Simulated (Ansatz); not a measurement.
# Si2H5O2 radical: a ladder of functionals and wavefunction methods

Aim: compute Si2H5O2 radical with functionals from several rungs and with coupled cluster, and see how far each lands from CCSD(T) at the basis-set limit for the atomisation energy.

Method: functionals in def2-TZVPP, the program's frozen cores in correlated methods; program: Ansatz 0.2.0, Gaussian basis.

Plan: LDA (SPW92), PBE-D4, revPBE-D4, BLYP-D4, r2SCAN-D4, B97M-V, PBE0-D4, B3LYP-D4, r2SCANh-D4, r2SCAN0-D4, HSE06-D4, BHLYP-D4, CAM-B3LYP-D4, LC-ωPBE, ωB97X-V, ωB97M-V, B2PLYP, PBE-QIDH; CCSD(T)/def2-SVP; CCSD(T)/def2-TZVPP; MP2/def2-QZVPP; extrapolation to the limit; RPA on PBE.

## (1) The relaxed structure

An earlier PBE0-D4 in a triple-zeta def2 set relaxation fixed the geometry.

9 atoms, charge 0, spin multiplicity 2.

Atoms are counted from 1 here; the program's logs count them from 0.

Bond lengths: O1–Si2 1.642 Å, O1–H5 0.959 Å, Si2–O3 1.636 Å, Si2–H6 1.492 Å, O3–Si4 1.637 Å, Si4–H7 1.485 Å, Si4–H8 1.486 Å, Si4–H9 1.483 Å. Angles: Si2–O1–H5 118.3°, O1–Si2–O3 110.4°, O1–Si2–H6 104.3°, O3–Si2–H6 109.5°, Si2–O3–Si4 149.1°, O3–Si4–H7 109.9°, O3–Si4–H8 110.2°, O3–Si4–H9 108.4°, H7–Si4–H8 109.2°, H7–Si4–H9 109.6°, H8–Si4–H9 109.5°.

## (2) LDA

This LDA is Slater exchange with PW92 correlation.

in.yaml

```yaml
crystal:
  periodic: [false, false, false]
  atoms:
    - {symbol: O, position_ang: [-1.761044, 0.464298, 1.903635]}
    - {symbol: Si, position_ang: [-0.180827, 0.351820, 1.472143]}
    - {symbol: O, position_ang: [-0.044555, 0.114955, -0.140467]}
    - {symbol: Si, position_ang: [0.814172, -0.464126, -1.407909]}
    - {symbol: H, position_ang: [-2.337959, -0.276858, 1.711816]}
    - {symbol: H, position_ang: [0.394745, 1.681220, 1.830226]}
    - {symbol: H, position_ang: [1.762715, 0.571252, -1.890164]}
    - {symbol: H, position_ang: [1.574951, -1.674866, -1.002735]}
    - {symbol: H, position_ang: [-0.133698, -0.814094, -2.493745]}
basis:
  gaussian: {orbitals: def2-TZVPP}
magnetization: {spin_polarized: true, initial_magnetization: 1}
hamiltonian: {xc: lda}
output: {orbitals: {seedname: orbitals}}
```

Run with:

```console
$ ansatz run in.yaml --threads 2 --pin off --events-out ev --progress --plain --max-ram 22528MiB --backend cpu
```

The runs that follow: PBE-D4 (GGA); revPBE-D4 (GGA); BLYP-D4 (GGA); r2SCAN-D4 (meta-GGA); B97M-V (meta-GGA); PBE0-D4 (hybrid); B3LYP-D4 (hybrid); r2SCANh-D4 (hybrid); r2SCAN0-D4 (hybrid); HSE06-D4 (hybrid); BHLYP-D4 (hybrid); CAM-B3LYP-D4 (range-separated); LC-ωPBE (range-separated); ωB97X-V (range-separated); ωB97M-V (range-separated); B2PLYP (double hybrid); PBE-QIDH (double hybrid); CCSD(T) in def2-SVP; CCSD(T) in def2-TZVPP; MP2 in def2-QZVPP; RPA on PBE orbitals.

**Question.** What will the summary of the whole plan be? Wanted: atomisation energy, CCSD(T)/CBS; farthest beyond LDA; mean size of error, GGA; mean size of error, meta-GGA; mean size of error, hybrid; mean size of error, range-separated; mean size of error, double hybrid; gap, smallest and largest; T1 diagnostic.

The runs gave:

```
                               quantity                                              value
        atomisation energy, CCSD(T)/CBS                                      3117.0 kJ/mol
 functionals within 15.6 kJ/mol (0.5 %)  r2SCAN-D4, B97M-V, CAM-B3LYP-D4, ωB97X-V, ωB97M-V
                    farthest beyond LDA                            BHLYP-D4 (-99.9 kJ/mol)
                mean size of error, GGA                                        46.3 kJ/mol
           mean size of error, meta-GGA                                         9.6 kJ/mol
             mean size of error, hybrid                                        57.6 kJ/mol
    mean size of error, range-separated                                        16.8 kJ/mol
      mean size of error, double hybrid                                        57.3 kJ/mol
              gap, smallest and largest           1.26 eV (LDA (SPW92)), 8.93 eV (LC-ωPBE)
                          T1 diagnostic                                             0.0140
triples share of the correlation energy                                              3.3 %
```

The LDA atomisation energy is off by 382.5 kJ/mol (12 %): it overbinds. PBE-D4 misses by -19.6 kJ/mol. Double hybrids carry the basis error of their MP2 part in triple zeta, and no dispersion term here, so their miss is partly the set-up's. Taken by rung, meta-GGA functionals do best (9.6 kJ/mol on average) and hybrid ones worst beyond LDA (57.6 kJ/mol). The gap between the best rungs is small, so their order is not settled. The mean of the hybrids holds BHLYP, with half exact exchange. Misses under about 15.6 kJ/mol are within the doubt on the reference itself, which lacks core-valence correlation, relativity and higher excitations. Hartree-Fock recovers 73 % of the binding; the rest is correlation. CCSD(T) in def2-SVP is off by -283.5 kJ/mol, so the small basis spoils what the method gains. Orbital gaps span 1.3 to 8.9 eV; exact exchange widens them.
